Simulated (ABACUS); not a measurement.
Crystal: HPbNO4.

```
Pb O N H
1.0
     4.12042    0.00000    0.00000
    -0.00263    6.42744    0.00000
    -0.00358   -3.15584    7.72297
Pb O N H
2 8 2 2
Direct
  0.39455 0.98412 0.29275
  0.89489 0.01599 0.70734
  0.90829 0.12765 0.45631
  0.53792 0.41427 0.80503
  0.53483 0.78119 0.89398
  0.83718 0.58441 0.67328
  0.40817 0.87244 0.54376
  0.03774 0.58556 0.19480
  0.03429 0.21866 0.10603
  0.33716 0.41569 0.32670
  0.63409 0.59280 0.79270
  0.13386 0.40713 0.20725
  0.90366 0.29328 0.51149
  0.40337 0.70681 0.48858
```

The cell was built by a generator and needn't be a form met in nature.

Base run:

```yaml
Program: ABACUS 3.10.1
Functional: LDA
Potentials_or_basis: SG15 ONCV 1.2 PBE
Cutoff: 1361 eV
Density_cutoff: 5442 eV
Basis: DZP LCAO (the cutoffs set its grid)
k_mesh: 7 × 5 × 4
Occupations: fermi-dirac, width 0.05 eV
Spin: no spin polarisation
```

Its results: band gap on the k mesh 3.20 eV, indirect (least direct gap 3.28 eV); pressure 0.1 GPa; largest force 1.675 eV/Å.

Question: After a change of settings the same cell gave: band gap on the k mesh 3.24 eV, indirect (least direct gap 3.32 eV); pressure 4.0 GPa; largest force 1.686 eV/Å. Which change was it?
A. functional from LDA to PBEsol
B. functional from LDA to PBE
C. functional from LDA to BLYP
D. functional from LDA to SCAN

Answer: B.

PBE binds less tightly than LDA, so the same cell stands under more pressure.

Caveats: the atomic orbitals were generated for these runs and aren't a published set; spin-orbit coupling is left out, which as a rule narrows the gap of such compounds by several tenths of an eV; an odd mesh through Γ misses points on the zone boundary, where band edges often lie; the basis of atomic orbitals isn't converged, which shifts pressures, moduli and gaps; the potentials were made for another functional, which shifts forces and pressure (some runs); forces of over 1 eV/Å show positions far from the minimum, so gaps and moduli don't describe the material at rest (some runs).
